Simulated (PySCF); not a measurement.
# FeO₂⁻: relaxation and vibrations of the quartet

Aim: relax FeO₂⁻ as a quartet from a PBE minimum start, check by its vibrations whether the end is a minimum, and collect its spectrum and constants.

The runs use PySCF 2.14.0; PBE, basis Fe def2-SVPD, O def2-SVPD, no relativity, density fitting.

**1. The starting structure**

3 atoms, charge -1, spin multiplicity 4.

Bond lengths: Fe1–O2 1.634 Å, Fe1–O3 1.634 Å. Angles: O2–Fe1–O3 125.5°.

```xyz
3
charge -1 multiplicity 4
Fe    0.2280   -0.1516    0.0000
O    -0.3955    0.2630    1.4525
O    -0.3955    0.2630   -1.4525
```

**2. First SCF at the start**

The steps below are one call of a driver around PySCF. For each, scf.py gives the equivalent set-up of the SCF; relaxations use the driver's own optimiser. After this first run the driver tries any further starts and a stability analysis.

File scf.py:

```python
from pyscf import gto, scf, dft
mol = gto.M(atom='''
Fe     0.228001    -0.151628     0.000000
O     -0.395466     0.262997     1.452469
O     -0.395466     0.262997    -1.452469''',
    basis={'Fe': 'def2-SVPD', 'O': 'def2-SVPD'},
    charge=-1, spin=3)
mf = dft.UKS(mol, xc='PBE')
mf.grids.atom_grid = (50, 194)
aux = {'Fe': 'def2-universal-JKFIT', 'O': 'def2-universal-JKFIT'}
mf = mf.density_fit(auxbasis=aux)
mf.conv_tol = 1e-08
mf.diis_space = 10
mf.max_cycle = 60
mf.init_guess = 'minao'
mf.verbose = 4
mf.kernel()
```

Run with:

```
OMP_NUM_THREADS=2 python axn.py task.json out
```

Standard output (excerpt; [...] marks lines left out):

```text
[... the frontier levels of the middle cycles are left out ...]
init E= -1412.61136751231
[... the frontier-level lines of each cycle are left out ...]
cycle= 1 E= -1400.59787096926  delta_E=   12  |g|= 3.64  |ddm|= 9.22
cycle= 2 E= -1377.80854174171  delta_E= 22.8  |g|=  5.7  |ddm|= 11.2
cycle= 3 E= -1405.35202762496  delta_E= -27.5  |g|= 3.92  |ddm|= 5.57
cycle= 4 E= -1408.92252873129  delta_E= -3.57  |g|= 3.42  |ddm|= 1.53
cycle= 5 E= -1406.52829931345  delta_E= 2.39  |g|= 3.85  |ddm|= 0.89
cycle= 6 E= -1407.78216505046  delta_E= -1.25  |g|= 3.68  |ddm|= 0.513
cycle= 7 E= -1407.93963423896  delta_E= -0.157  |g|= 3.65  |ddm|= 0.203
cycle= 8 E= -1408.88404036548  delta_E= -0.944  |g|= 3.47  |ddm|= 0.41
cycle= 9 E= -1410.15703281804  delta_E= -1.27  |g|= 3.14  |ddm|= 0.447
cycle= 10 E= -1411.38066011639  delta_E= -1.22  |g|= 2.62  |ddm|= 0.572
cycle= 11 E= -1411.64932047387  delta_E= -0.269  |g|= 2.46  |ddm|= 0.601
cycle= 12 E= -1400.07571611804  delta_E= 11.6  |g|= 3.46  |ddm|= 22.1
cycle= 13 E= -1409.008367288  delta_E= -8.93  |g|= 3.46  |ddm|= 22.1
cycle= 14 E= -1408.52030584448  delta_E= 0.488  |g|= 3.58  |ddm|= 0.478
[... 9 cycles left out ...]
cycle= 24 E= -1412.64487815247  delta_E= -18.4  |g|= 1.59  |ddm|= 17.9
cycle= 25 E= -1413.27237191178  delta_E= -0.627  |g|= 0.788  |ddm|=  1.4
cycle= 26 E= -1413.1579498103  delta_E= 0.114  |g|= 1.07  |ddm|= 1.69
cycle= 27 E= -1413.53806275272  delta_E= -0.38  |g|= 0.254  |ddm|= 0.509
cycle= 28 E= -1413.55639499581  delta_E= -0.0183  |g|= 0.136  |ddm|= 0.579
cycle= 29 E= -1413.56489358581  delta_E= -0.0085  |g|= 0.0374  |ddm|= 0.295
cycle= 30 E= -1413.56543741266  delta_E= -0.000544  |g|= 0.0155  |ddm|= 0.04
cycle= 31 E= -1413.56552643831  delta_E= -8.9e-05  |g|= 0.00504  |ddm|= 0.0303
cycle= 32 E= -1413.5655377282  delta_E= -1.13e-05  |g|= 0.00322  |ddm|= 0.014
cycle= 33 E= -1413.56554043882  delta_E= -2.71e-06  |g|= 0.00241  |ddm|= 0.0047
cycle= 34 E= -1413.56554219474  delta_E= -1.76e-06  |g|= 0.0011  |ddm|= 0.00321
cycle= 35 E= -1413.56554259595  delta_E= -4.01e-07  |g|= 0.000178  |ddm|= 0.00115
cycle= 36 E= -1413.5655426114  delta_E= -1.55e-08  |g|= 3.97e-05  |ddm|= 0.000389
cycle= 37 E= -1413.56554261496  delta_E= -3.56e-09  |g|= 1.9e-05  |ddm|= 0.000288
Extra cycle  E= -1413.56554261756  delta_E= -2.6e-09  |g|= 2.4e-05  |ddm|= 0.000276
converged SCF energy = -1413.56554261756  <S^2> = 3.7812771  2S+1 = 4.0156081
```

This step, with its further starts and checks, ran for 42 s (2 threads of Arm Neoverse N1, shared host).

Energies from each starting density:

| start | energy (Eh) |
| --- | --- |
| the minimal-basis guess | -1413.565543 |
| a thermally smeared density | -1413.565543 |
| a smeared PBE density | -1413.565543 |

The test of internal stability and the other starts found no lower solution of this spin.

**3. Relaxation: PBE minimum start, quartet**

The program finds C2v symmetry in the start, which this walk keeps. The walk stops when the largest gradient is under 0.0003 Eh/bohr and the energy has settled too.

Changes to scf.py since step 2:

```diff
@@ -3,3 +3,3 @@
-Fe     0.228001    -0.151628     0.000000
-O     -0.395466     0.262997     1.452469
-O     -0.395466     0.262997    -1.452469''',
+Fe     0.226837    -0.150854     0.000000
+O     -0.396630     0.263771     1.452469
+O     -0.396630     0.263771    -1.452469''',
@@ -15 +14,0 @@
-mf.init_guess = 'minao'
```

Steps of the walk:

| step | energy (Eh) | change (kJ/mol) | largest symmetric gradient (Eh/bohr) |
| --- | --- | --- | --- |
| 0 | -1413.565543 | 0.00 | 0.00027 |

The walk took 2.1 s.

Geometry (Å) and forces (eV/Å) at some steps:

```
step 0
Fe   0.227  -0.151   0.000  -0.014   0.010   0.000
O   -0.397   0.264   1.452   0.007  -0.005   0.007
O   -0.397   0.264  -1.452   0.007  -0.005  -0.007
```

It settles in C2v symmetry, 0.0 kJ/mol below the start, after 0 steps: Fe–O 1.634 Å (×2); O–Fe–O 125.5°.

**4. Is it a minimum? Harmonic modes**

On the finer grid the gradient is checked again; gradients at displacements of ±0.02 bohr then give force constants and infrared intensities.

Changes to scf.py since step 3:

```diff
@@ -9 +9 @@
-mf.grids.atom_grid = (50, 194)
+mf.grids.atom_grid = (75, 302)
@@ -12 +12 @@
-mf.conv_tol = 1e-08
+mf.conv_tol = 1e-10
```

This SCF starts from the last density.

SCF at the final geometry:

```text
init E= -1413.565344124
[... the frontier-level lines of each cycle are left out ...]
cycle= 1 E= -1413.56534412369  delta_E= 3.08e-10  |g|= 3.12e-05  |ddm|= 2.97e-05
cycle= 2 E= -1413.56534408996  delta_E= 3.37e-08  |g|= 0.000325  |ddm|= 0.000358
cycle= 3 E= -1413.56534412399  delta_E= -3.4e-08  |g|= 5.05e-06  |ddm|= 0.000338
cycle= 4 E= -1413.565344124  delta_E= -9.55e-12  |g|= 1.51e-06  |ddm|= 1.04e-05
Extra cycle  E= -1413.56534412395  delta_E= 4.41e-11  |g|= 1.08e-05  |ddm|= 8.62e-06
converged SCF energy = -1413.56534412395  <S^2> = 3.7812947  2S+1 = 4.0156169
```

The whole step took 38 s.

Geometry: C2v; Fe–O 1.634 Å (×2); O–Fe–O 125.5°.

Modes, for the most abundant isotopes:

| symmetry | ω (cm⁻¹) | IR (km/mol) | μ (u) |
| --- | --- | --- | --- |
| a1 | 215 | 0.4 | 19.21 |
| a1 | 851 | 69.2 | 17.62 |
| b2 | 901 | 277 | 20.56 |

No imaginary mode, so this is a minimum.

Properties at this point:

| Item | Value |
| --- | --- |
| Dipole moment about the centre of mass | 2.59 D |
| Highest occupied level | 1.08 eV |
| Lowest empty level | 1.48 eV |
| Rotational constants | 1.478, 0.2498, 0.2137 cm⁻¹ |
| Zero-point energy | 11.8 kJ/mol |
| Principal polarisabilities | 74.8, 76.4, 99.0 bohr³ |
| Principal traceless quadrupole moments about the centre of mass | -10.87, 5.42, 5.45 D Å |
| Entropy at 298.15 K and 1 bar (electronic part: spin only) | 274.4 J/(mol K) |
| Heat capacity Cp at 298.15 K | 45.3 J/(mol K) |
| Enthalpy at 298.15 K above 0 K | 11.64 kJ/mol |
| Rotational symmetry number | 2 |
| Spin squared ⟨S²⟩ | 3.781 |

Charges (e) and bond orders:

| atom | Mulliken | Löwdin | polar tensor | spin (Mulliken) | Mayer order to Fe1 |
| --- | --- | --- | --- | --- | --- |
| Fe1 | 0.59 | 0.68 | 0.56 | 2.73 | – |
| O2,3 | -0.80 | -0.84 | -0.78 | 0.14 | 1.33 |

Outer orbital energies (eV). α occupied: -3.25, -2.48, -2.46, -1.25, -0.60, -0.26, 0.15, 0.96; empty: 1.87, 3.02, 4.10, 4.33. β occupied: -15.48, -3.24, -3.18, -2.06, -1.90, -1.34, -1.02, 1.08; empty: 1.48, 1.92, 2.80, 3.05.

Mulliken populations on Fe1: s 6.83, p 12.35, d 6.22, f 0.00.

**5. Summary of results**

| quantity | value |
| --- | --- |
| minimum | quartet, C2v |
| geometry | Fe–O 1.634 Å (×2); O–Fe–O 125.5° |
| wavenumbers (cm⁻¹) | 215 (a1), 851 (a1), 901 (b2) |
| dipole moment (centre of mass) | 2.59 D |
| highest occupied, lowest empty level (either spin) | 1.08, 1.48 eV |
| polar-tensor charge of Fe1 | +0.56 e |
| zero-point energy | 11.8 kJ/mol |
| entropy at 298.15 K | 274.4 J/(mol K) |
| ⟨S²⟩ | 3.781 |

What this shows: The molecule stays C2v, as typed, and the end point is a minimum. In the infrared the band at 901 cm⁻¹ (b2, stretch) leads. Most of the spin sits on Fe1 (Mulliken spin 2.73, against 3 for the whole molecule). Only this shape and spin were tried, so other structures or states may lie lower. A highest occupied level above zero is common for anions with such functionals; it warns that the extra electron is poorly described. One determinant may miss the lowest occupation of an open d or f shell.

The search up to here took 83 s.
